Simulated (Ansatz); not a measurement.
CsLiCr2Te2S3, 9 atoms in the cell. The typed cell holds 9 atoms: a = 3.604 Å, b = 3.604 Å, c = 19.067 Å, α = 90.00°, β = 90.00°, γ = 120.00°. The cell was built by a generator and needn't be a form met in nature. The cell isn't the ideal one: atoms moved at random, drawn with an rms of 0.05 Å.

```yaml
Program: Ansatz 0.2.0
Task: single point
Functional: PBE
Potentials_or_basis: Ansatz PAW
Cutoff: "420 eV (not typed: the program's choice for these potentials)"
k_mesh: 9 × 9 × 2
Occupations: fermi-dirac, width 0.05 eV
Spin: collinear spin, ferromagnetic start
Starting_moments: "[0.0, 0.0, 3.0, 3.0, 0.0, 0.0, 0.0, 0.0, 0.0] μB"
```

Potentials or basis: Ansatz PAW.

Run with:

```sh
$ ansatz run input.yaml --threads 8 --pin off --max-ram 20480MiB --backend cpu --events-out ev --progress --plain --runs-dir out
```

Hardware: 8 threads of Intel(R) Xeon(R) Platinum 8375C CPU @ 2.90GHz (Ice Lake) (shared host).

Estimate the wall time of this run.

Wall time 73 s on 8 threads of Intel(R) Xeon(R) Platinum 8375C CPU @ 2.90GHz (Ice Lake), with other jobs on the host, peak memory 2.5 GiB. Counts: scf iterations 33, plane waves 4167, k points 82, bands 58.
